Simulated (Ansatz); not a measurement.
# GaC: the cost of one run

Method: DFT r2SCAN, scalar-relativistic, plane waves, PAW, in Ansatz 0.2.0.

1 further run of the same task is left out (set aside as unsound or not needed).

## (1) Starting point

The structure is hexagonal, space group P6_3mc (No. 186). The conventional cell has a = 3.417 Å, b = 3.417 Å, c = 5.472 Å, α = 90.00°, β = 90.00°, γ = 120.00°. Around Ga (site symmetry 3m) lie 4 C at 2.08 to 2.09 Å. Around C (site symmetry 3m) lie 4 Ga at 2.08 to 2.09 Å.

Coordinates:

```cif
data_structure
_symmetry_space_group_name_H-M 'P 1'
_symmetry_Int_Tables_number 1
_cell_length_a 3.4166
_cell_length_b 3.4166
_cell_length_c 5.4715
_cell_angle_alpha 90.000
_cell_angle_beta 90.000
_cell_angle_gamma 120.000
_cell_volume 55.31
loop_
_atom_site_label
_atom_site_type_symbol
_atom_site_fract_x
_atom_site_fract_y
_atom_site_fract_z
_atom_site_occupancy
Ga1 Ga 0.33333 0.66667 0.00000 1
Ga2 Ga 0.66667 0.33333 0.50000 1
C1 C 0.33333 0.66667 0.38210 1
C2 C 0.66667 0.33333 0.88210 1
```

(A quick probe on a coarse mesh, which set the mesh and smearing, is not shown.)

## (3) A loose first relaxation

File input.yaml:

```yaml
crystal:
  lattice:
    - [3.4165663148, 0.0, 0.0]
    - [-1.7082831574, 2.9588332223, 0.0]
    - [0.0, 0.0, 5.4715131321]
  atoms:
    - { symbol: Ga, position: [0.3333333333, 0.6666666667, 0.0] }
    - { symbol: Ga, position: [0.6666666667, 0.3333333333, 0.5] }
    - { symbol: C, position: [0.3333333333, 0.6666666667, 0.3821] }
    - { symbol: C, position: [0.6666666667, 0.3333333333, 0.8821] }
basis:
  ecutwfc: 500
kpoints:
  mp_grid: { grid: [6, 6, 4] }
hamiltonian:
  xc: r2scan
scf:
  occupations: { method: gaussian, width: 0.1 }
  lower_state_search: "off"
output:
  forces: true
  stress: true
  eigenvalues: true
relax:
  adjacent_minimum: "off"
  f_tol: 0.04
  max_steps: 70
  cell: { stress_tol: 0.4 }
```

On the command line:

```
$ ansatz run input.yaml --threads 1 --pin off --max-ram 2560MiB --backend cpu --events-out ev --progress --plain --runs-dir out
```

**Question.** How long does this run take on 1 thread of Intel Xeon 6975P-C (Granite Rapids), shared host, and how much memory does it need?

About 21 s, with a peak of 0.52 GiB.
